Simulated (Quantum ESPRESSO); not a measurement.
Something may be wrong with this Quantum ESPRESSO 7.5 calculation of TaPtAu.

The input pw.in:

```
&CONTROL
  calculation = 'scf'
  prefix = 'pwscf'
  outdir = './tmp'
  pseudo_dir = './pseudo'
  tprnfor = .true.
  tstress = .true.
  disk_io = 'nowf'
/
&SYSTEM
  ibrav = 0
  nat = 3
  ntyp = 3
  ecutwfc = 45
  ecutrho = 360
  nbnd = 28
  input_dft = 'q2d'
  occupations = 'smearing'
  smearing = 'lorentz'
  degauss = 0.01
/
&ELECTRONS
  conv_thr = 6d-10
  electron_maxstep = 50
  mixing_beta = 0.5
/
ATOMIC_SPECIES
Ta   180.9479 ta_pbe_v1.uspp.F.UPF
Pt   195.0840 pt_pbe_v1.4.uspp.F.UPF
Au   196.9666 au_pbe_v1.uspp.F.UPF
CELL_PARAMETERS angstrom
  -2.0371543900    2.5128023800    3.1705002700
   2.0371543900   -2.5128023800    3.1705002700
   2.0371543900    2.5128023800   -3.1705002700
ATOMIC_POSITIONS crystal
Ta     0.0000000000    0.5000000000    0.5000000000
Pt     0.5000000000    0.0000000000    0.5000000000
Au     0.5000000000    0.5000000000    0.0000000000
K_POINTS automatic
8 8 8 0 0 0
```

Potentials or basis: GBRV 1.5 PBE.

The run is started by

```bash
$ OMP_NUM_THREADS=1 pw.x -in pw.in > pw.out
```

pw.out:

```text
This program is part of the open-source Quantum ESPRESSO suite
     for quantum simulation of materials; please cite
         "P. Giannozzi et al., J. Phys.:Condens. Matter 21 395502 (2009);
         "P. Giannozzi et al., J. Phys.:Condens. Matter 29 465901 (2017);
         "P. Giannozzi et al., J. Chem. Phys. 152 154105 (2020);
     in publications or presentations arising from this work. More details at

 %%%%%%%%%%%%%%%%%%%%%%%%%%%%%%%%%%%%%%%%%%%%%%%%%%%%%%%%%%%%%%%%%%%%%%%%%%%%%%
     Error in routine  set_occupations (1):
      smearing lorentz unknown
 %%%%%%%%%%%%%%%%%%%%%%%%%%%%%%%%%%%%%%%%%%%%%%%%%%%%%%%%%%%%%%%%%%%%%%%%%%%%%%

     stopping ...
```

Task: Diagnose the run.

Result: The input was rejected before any iteration. The input holds a flaw that was put in on purpose: unknown smearing name (occupations = smearing; smearing = lorentz; degauss = 0.01).
